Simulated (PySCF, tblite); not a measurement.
# C₂H₉NSi₂: a rotation path, then NMR shifts on frames, part 2 of 2

tblite 0.8.0 and PySCF 2.14.0. Atoms count from 0.

## Step 5: NMR shieldings: image 4, PBE0/pcSseg-1

Job settings and geometry (Å):

```
{"job": {"kind": "nmr", "xc": "PBE0", "basis": "pcSseg-1", "pop": false}, "charge": 0, "multiplicity": 1}
C     -2.906500     0.215600     0.663900
N     -1.737400    -0.141800     0.424800
Si    -0.602300     0.153400    -0.838300
C      0.858400     1.030900     0.009500
Si     2.436600    -0.001600     0.206300
H     -3.503800     0.877000     0.028700
H     -3.396500    -0.136300     1.569300
H     -0.303400    -1.202700    -1.297900
H     -1.069300     0.962600    -1.978500
H      1.101500     1.924700    -0.565200
H      0.543600     1.379500     0.993000
H      2.203200    -1.134300     1.100500
H      2.875000    -0.490000    -1.104800
H      3.500000     0.842600     0.766600
```

Level: GIAO PBE0/pcSseg-1 NMR shielding, non-relativistic, gas phase.

The program printed:

```text
coarse grid: 12064 points
cycle   1  E = -714.8181825854  dE =  2.074e-01  |g| = 4.768e-01  |ddm| = 3.266e+00
cycle   2  E = -714.7335231699  dE =  8.466e-02  |g| = 7.661e-01  |ddm| = 1.109e+00
cycle   3  E = -714.8700752508  dE = -1.366e-01  |g| = 1.087e-01  |ddm| = 7.548e-01
cycle   4  E = -714.8724593580  dE = -2.384e-03  |g| = 3.525e-02  |ddm| = 9.061e-02
cycle   5  E = -714.8727578898  dE = -2.985e-04  |g| = 7.037e-03  |ddm| = 3.397e-02
cycle   6  E = -714.8727698256  dE = -1.194e-05  |g| = 2.130e-03  |ddm| = 9.136e-03
cycle   7  E = -714.8727709871  dE = -1.162e-06  |g| = 3.737e-04  |ddm| = 2.472e-03
final grid: 105608 points
cycle   8  E = -714.8992818152  dE = -1.635e-05  |g| = 6.094e-03  |ddm| = 1.589e-02
cycle   9  E = -714.8992764952  dE =  5.320e-06  |g| = 7.705e-03  |ddm| = 1.313e-02
cycle  10  E = -714.8992907057  dE = -1.421e-05  |g| = 1.288e-03  |ddm| = 7.567e-03
cycle  11  E = -714.8992910576  dE = -3.519e-07  |g| = 2.978e-04  |ddm| = 9.479e-04
cycle  12  E = -714.8992910760  dE = -1.843e-08  |g| = 6.657e-05  |ddm| = 2.484e-04
cycle  13  E = -714.8992910770  dE = -1.026e-09  |g| = 2.270e-05  |ddm| = 7.666e-05
cycle  14  E = -714.8992910771  dE = -1.166e-10  |g| = 4.012e-06  |ddm| = 2.496e-05
converged SCF energy = -714.8992910771

GIAO shielding tensors (ppm)
atom      isotropic    diamagn.    paramagn.     s11        s22        s33       span
  0 C       16.864     250.738    -233.875    -75.237     -0.558    126.386    201.623
  1 N     -159.220     331.952    -491.172   -577.830   -191.214    291.385    869.215
  2 Si     382.964     881.708    -498.744    352.346    366.387    430.159     77.813
  3 C      198.341     258.853     -60.512    180.754    202.825    211.444     30.689
  4 Si     421.568     879.369    -457.801    392.961    406.903    464.840     71.880
  5 H       22.974      28.591      -5.617     21.097     22.224     25.602      4.505
  6 H       23.095      28.612      -5.518     21.680     22.969     24.635      2.955
  7 H       26.694      30.672      -3.978     24.074     25.421     30.586      6.512
  8 H       26.587      30.115      -3.528     23.430     24.760     31.570      8.140
  9 H       31.733      31.622       0.111     26.615     29.098     39.485     12.870
 10 H       31.900      33.220      -1.320     26.846     29.049     39.805     12.959
 11 H       27.553      29.112      -1.558     24.237     25.754     32.669      8.432
 12 H       27.713      28.871      -1.157     24.417     26.023     32.700      8.283
 13 H       27.516      28.301      -0.785     23.943     25.333     33.271      9.327
```

It took 20 s on 1 thread of AMD EPYC 7R43, shared host; peak memory 0.71 GiB.

This run: δ C0 170.1, C3 -11.4, N1 426.9, Si2 -33.8, H5 8.74, H6 8.62 ppm.

## Step 6: Shielding tensors: image 6, PBE0/pcSseg-1

Job settings and geometry (Å):

```
{"job": {"kind": "nmr", "xc": "PBE0", "basis": "pcSseg-1", "pop": false}, "charge": 0, "multiplicity": 1}
C     -3.039300     0.427900     0.519900
N     -1.884200    -0.037100     0.488600
Si    -0.588000    -0.042300    -0.647800
C      0.830500     0.874200     0.224900
Si     2.550100     0.107300     0.012300
H     -3.504700     1.007700    -0.282900
H     -3.655100     0.265800     1.402100
H     -0.354800    -1.476400    -0.813000
H     -0.840500     0.576600    -1.960200
H      0.858200     1.901000    -0.140200
H      0.605500     0.938000     1.289300
H      2.592900    -1.211400     0.645100
H      2.879600    -0.026000    -1.409300
H      3.549100     0.974200     0.649000
```

Method: GIAO PBE0/pcSseg-1 NMR shielding, non-relativistic, gas phase.

The program printed:

```text
coarse grid: 12064 points
cycle   1  E = -714.8188511485  dE =  2.097e-01  |g| = 4.768e-01  |ddm| = 3.266e+00
cycle   2  E = -714.7342392929  dE =  8.461e-02  |g| = 7.655e-01  |ddm| = 1.092e+00
cycle   3  E = -714.8707575518  dE = -1.365e-01  |g| = 1.084e-01  |ddm| = 7.402e-01
cycle   4  E = -714.8731253572  dE = -2.368e-03  |g| = 3.533e-02  |ddm| = 8.936e-02
cycle   5  E = -714.8734252256  dE = -2.999e-04  |g| = 7.013e-03  |ddm| = 3.391e-02
cycle   6  E = -714.8734371071  dE = -1.188e-05  |g| = 2.154e-03  |ddm| = 9.165e-03
cycle   7  E = -714.8734383001  dE = -1.193e-06  |g| = 3.642e-04  |ddm| = 2.496e-03
final grid: 105608 points
cycle   8  E = -714.8998332077  dE = -1.540e-05  |g| = 5.876e-03  |ddm| = 1.518e-02
cycle   9  E = -714.8998285587  dE =  4.649e-06  |g| = 7.311e-03  |ddm| = 1.233e-02
cycle  10  E = -714.8998415842  dE = -1.303e-05  |g| = 1.128e-03  |ddm| = 7.047e-03
cycle  11  E = -714.8998418478  dE = -2.635e-07  |g| = 3.023e-04  |ddm| = 8.507e-04
cycle  12  E = -714.8998418668  dE = -1.909e-08  |g| = 6.624e-05  |ddm| = 2.445e-04
cycle  13  E = -714.8998418679  dE = -1.018e-09  |g| = 2.140e-05  |ddm| = 7.663e-05
cycle  14  E = -714.8998418680  dE = -1.048e-10  |g| = 3.527e-06  |ddm| = 2.325e-05
converged SCF energy = -714.8998418680

GIAO shielding tensors (ppm)
atom      isotropic    diamagn.    paramagn.     s11        s22        s33       span
  0 C       17.125     250.846    -233.721    -75.099     -0.106    126.581    201.680
  1 N     -160.029     332.026    -492.055   -575.673   -189.784    285.370    861.043
  2 Si     384.267     881.904    -497.638    348.596    371.596    432.608     84.011
  3 C      197.380     259.437     -62.057    185.390    201.449    205.301     19.912
  4 Si     424.372     879.279    -454.907    394.053    412.367    466.695     72.642
  5 H       22.985      28.912      -5.926     21.121     22.179     25.656      4.535
  6 H       23.099      28.155      -5.056     21.687     22.982     24.629      2.943
  7 H       26.698      30.771      -4.073     23.884     25.474     30.735      6.851
  8 H       26.660      30.514      -3.854     23.719     24.827     31.434      7.715
  9 H       31.636      32.177      -0.541     26.748     29.034     39.124     12.376
 10 H       31.593      33.279      -1.686     26.316     28.840     39.624     13.309
 11 H       27.640      28.939      -1.298     24.359     25.786     32.776      8.417
 12 H       27.802      28.732      -0.930     24.481     26.095     32.828      8.347
 13 H       27.560      28.181      -0.621     24.031     25.359     33.290      9.259
```

Wall time 19 s (1 thread of AMD EPYC 7R43, shared host); peak memory 0.71 GiB.

In short: δ C0 169.8, C3 -10.5, N1 427.8, Si2 -35.1, H5 8.73, H6 8.62 ppm.

## Step 7: Nuclear shieldings: image 8, PBE0/pcSseg-1

Job settings and geometry (Å):

```
{"job": {"kind": "nmr", "xc": "PBE0", "basis": "pcSseg-1", "pop": false}, "charge": 0, "multiplicity": 1}
C     -3.069200     0.621100     0.336400
N     -1.967600     0.076000     0.539200
Si    -0.573000    -0.247600    -0.421400
C      0.823100     0.709100     0.437300
Si     2.557800     0.248600    -0.165700
H     -3.397300     1.032100    -0.623500
H     -3.782200     0.706700     1.153800
H     -0.436800    -1.696300    -0.278600
H     -0.632100     0.126000    -1.843000
H      0.668900     1.779800     0.298900
H      0.757300     0.531600     1.510500
H      2.793800    -1.180600     0.042600
H      2.695900     0.558300    -1.590700
H      3.560600     1.014900     0.582100
```

Method: GIAO PBE0/pcSseg-1 NMR shielding, non-relativistic, gas phase.

The program printed:

```text
coarse grid: 12064 points
cycle   1  E = -714.8194269208  dE =  2.147e-01  |g| = 4.790e-01  |ddm| = 3.264e+00
cycle   2  E = -714.7330613397  dE =  8.637e-02  |g| = 7.710e-01  |ddm| = 1.091e+00
cycle   3  E = -714.8719109440  dE = -1.388e-01  |g| = 1.080e-01  |ddm| = 7.400e-01
cycle   4  E = -714.8742596711  dE = -2.349e-03  |g| = 3.555e-02  |ddm| = 8.890e-02
cycle   5  E = -714.8745630206  dE = -3.033e-04  |g| = 7.037e-03  |ddm| = 3.392e-02
cycle   6  E = -714.8745750241  dE = -1.200e-05  |g| = 2.166e-03  |ddm| = 9.055e-03
cycle   7  E = -714.8745762287  dE = -1.205e-06  |g| = 3.589e-04  |ddm| = 2.470e-03
final grid: 105608 points
cycle   8  E = -714.9006590138  dE = -1.734e-05  |g| = 5.808e-03  |ddm| = 1.600e-02
cycle   9  E = -714.9006542121  dE =  4.802e-06  |g| = 7.326e-03  |ddm| = 1.214e-02
cycle  10  E = -714.9006670836  dE = -1.287e-05  |g| = 1.212e-03  |ddm| = 7.046e-03
cycle  11  E = -714.9006673957  dE = -3.120e-07  |g| = 2.875e-04  |ddm| = 8.950e-04
cycle  12  E = -714.9006674129  dE = -1.726e-08  |g| = 6.542e-05  |ddm| = 2.325e-04
cycle  13  E = -714.9006674139  dE = -1.002e-09  |g| = 2.133e-05  |ddm| = 7.567e-05
cycle  14  E = -714.9006674140  dE = -1.012e-10  |g| = 3.781e-06  |ddm| = 2.185e-05
converged SCF energy = -714.9006674140

GIAO shielding tensors (ppm)
atom      isotropic    diamagn.    paramagn.     s11        s22        s33       span
  0 C       16.901     251.337    -234.436    -75.779      0.026    126.457    202.236
  1 N     -160.750     332.246    -492.997   -576.585   -189.940    284.273    860.858
  2 Si     382.264     882.030    -499.766    342.610    374.120    430.063     87.454
  3 C      194.620     259.277     -64.657    191.278    194.013    198.569      7.291
  4 Si     426.659     879.325    -452.666    400.370    409.039    470.569     70.200
  5 H       22.978      29.424      -6.446     21.120     22.165     25.649      4.530
  6 H       23.094      27.834      -4.740     21.724     22.999     24.559      2.836
  7 H       26.588      30.771      -4.182     23.814     25.118     30.833      7.019
  8 H       26.725      30.927      -4.202     23.618     25.326     31.231      7.612
  9 H       31.759      32.630      -0.872     26.850     29.218     39.208     12.357
 10 H       31.237      32.859      -1.622     26.184     28.485     39.043     12.859
 11 H       27.762      28.864      -1.103     24.414     26.033     32.838      8.424
 12 H       27.817      28.853      -1.036     24.456     26.095     32.900      8.444
 13 H       27.587      28.158      -0.571     24.147     25.359     33.257      9.110
```

It took 18 s on 1 thread of AMD EPYC 7R43, shared host; peak memory 0.71 GiB.

Key values: δ C0 170.0, C3 -7.7, N1 428.5, Si2 -33.1, H5 8.74, H6 8.62 ppm.

## Step 8: Side by side: NMR shifts

Shifts (ppm) of some atoms, chosen among heavy atoms and hydrogens apart, with basis size and wall time:

```
  frame     C0     C3    H10     H9     N1    Si2    Si4  functions  time
image 0  171.1   -9.1  -0.02  -0.28  425.3  -33.0  -74.2        144  21 s
image 2  171.0   -9.4  -0.20  -0.26  426.6  -32.5  -71.9        144  20 s
image 4  170.1  -11.4  -0.18  -0.02  426.9  -33.8  -72.4        144  20 s
image 6  169.8  -10.5   0.12   0.08  427.8  -35.1  -75.2        144  19 s
image 8  170.0   -7.7   0.48  -0.04  428.5  -33.1  -77.5        144  18 s
```

## Step 9: What came out

This closing draws on all 2 parts.

| quantity | value |
| --- | --- |
| barrier | 0.041 eV (0.9 kcal/mol) at image 4 |
| end to end (GFN2-xTB) | 0.004 eV |
| ¹³C shifts against TMS (PBE0/pcSseg-1, image 0) | 171.1, -9.1 ppm |
| ¹H shifts against TMS (PBE0/pcSseg-1, image 0) | 8.76, 8.63, 5.22, 5.22, 4.10, 4.09, 4.01, -0.02, -0.28 ppm |
| ¹⁵N shifts against NH3 (PBE0/pcSseg-1, image 0) | 425.3 ppm |
| ²⁹Si shifts against TMS (PBE0/pcSseg-1, image 0) | -33.0, -74.2 ppm |
| range of the shift of Si4 | -77.5 to -71.9 ppm |

In words: Along the band the dihedral turns by 121°, and the top (dihedral 108°) lies 0.9 kcal/mol above the start (GFN2-xTB, rough), so at room temperature this motion is fast. The top was not checked by a frequency run. Shifts at one fixed geometry are not the observed spectrum, which averages over the motion. In the first frame run (image 0): The largest span, 861 ppm, is at N1, where the paramagnetic term is -490 ppm. In ppm, Si4 moves most: its shift spreads over 5.6 ppm, from -77.5 (image 8) to -71.9 (image 2).
